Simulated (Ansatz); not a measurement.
**BiW (NiAs type): other levels of theory at one geometry**

An exercise on one series of results from a longer session: the logs are not shown, and one member is left open.

Computed with Ansatz 0.2.0 (DFT at several levels, plane waves, PAW, unless a step's input says otherwise).

1 further run of the same task is left out (for a known fault of the program). Runs told in other sessions of the task aren't counted.

### The system as given

The structure is hexagonal, space group P6_3/mmc (No. 194). The conventional cell has a = 4.626 Å, b = 4.626 Å, c = 5.153 Å, α = 90.00°, β = 90.00°, γ = 120.00°. Around W (site symmetry -3m) lie 2 W at 2.58 Å and 6 Bi at 2.97 Å. Bi (site symmetry -6m2) is surrounded by 6 W at 2.97 Å.

Coordinates:

```cif
data_structure
_symmetry_space_group_name_H-M 'P6_3/mmc'
_symmetry_Int_Tables_number 194
_cell_length_a 4.6262
_cell_length_b 4.6262
_cell_length_c 5.1528
_cell_angle_alpha 90.000
_cell_angle_beta 90.000
_cell_angle_gamma 120.000
_cell_volume 95.51
loop_
_atom_site_label
_atom_site_type_symbol
_atom_site_symmetry_multiplicity
_atom_site_Wyckoff_symbol
_atom_site_fract_x
_atom_site_fract_y
_atom_site_fract_z
_atom_site_occupancy
W1 W 2 a 0.00000 0.00000 0.00000 1
Bi1 Bi 2 c 0.33333 0.66667 0.25000 1
```

An earlier run at PBE left this cell at 23.876 Å³/atom and 0.00 GPa (10×10×6 mesh), metallic.

Levels to run: PBE+SOC; r²SCAN; PBEsol; LDA. Hardware: 2 threads of Arm Neoverse V2, shared host.

Set-up of the first run:

Input file input.yaml:

```yaml
crystal:
  lattice:
    - [4.6262075996, 0.0, 0.0]
    - [-2.3131037998, 4.0064133044, 0.0]
    - [0.0, 0.0, 5.1528347002]
  atoms:
    - { symbol: W, position: [0.0, 0.0, 0.0] }
    - { symbol: W, position: [0.0, 0.0, 0.5] }
    - { symbol: Bi, position: [0.3333333333, 0.6666666667, 0.25] }
    - { symbol: Bi, position: [0.6666666667, 0.3333333333, 0.75] }
basis:
  ecutwfc: 420
  ecutrho_ratio: 4
kpoints:
  mp_grid: { grid: [10, 10, 6] }
hamiltonian:
  xc: pbe
scf:
  occupations: { method: gaussian, width: 0.05 }
output:
  forces: true
  stress: true
  eigenvalues: true
  populations: true
  dos: { projected: true, de: 0.02 }
  write_density: true
  write_potential: true
  elf: true
  volumetric_format: npy
magnetization:
  noncollinear: true
  spin_orbit: true
```

On the command line:

```console
$ ansatz run input.yaml --threads 2 --pin off --max-ram 2662MiB --backend cpu --events-out ev --progress --plain --runs-dir out
```

Among the steps run: PBE+SOC; r²SCAN; PBEsol; LDA.

One of the session's tables, all rows but one given; the rest of the session is left out.

```
  level  pressure (GPa)
    PBE             0.0
    LDA            -7.2
 PBEsol            -4.7
PBE+SOC             0.2
 r²SCAN               ?
```

Estimate the missing values for r²SCAN.

As computed: pressure (GPa): -2.5. In the column «pressure (GPa)» it lies between PBEsol (-4.7) and PBE (0.0).

The pressure runs from -7.2 GPa (LDA) to 0.2 GPa (PBE+SOC); a negative pressure means that level wants a smaller cell, a positive one a larger cell. Total energies of different levels have different zeros and can't be compared.
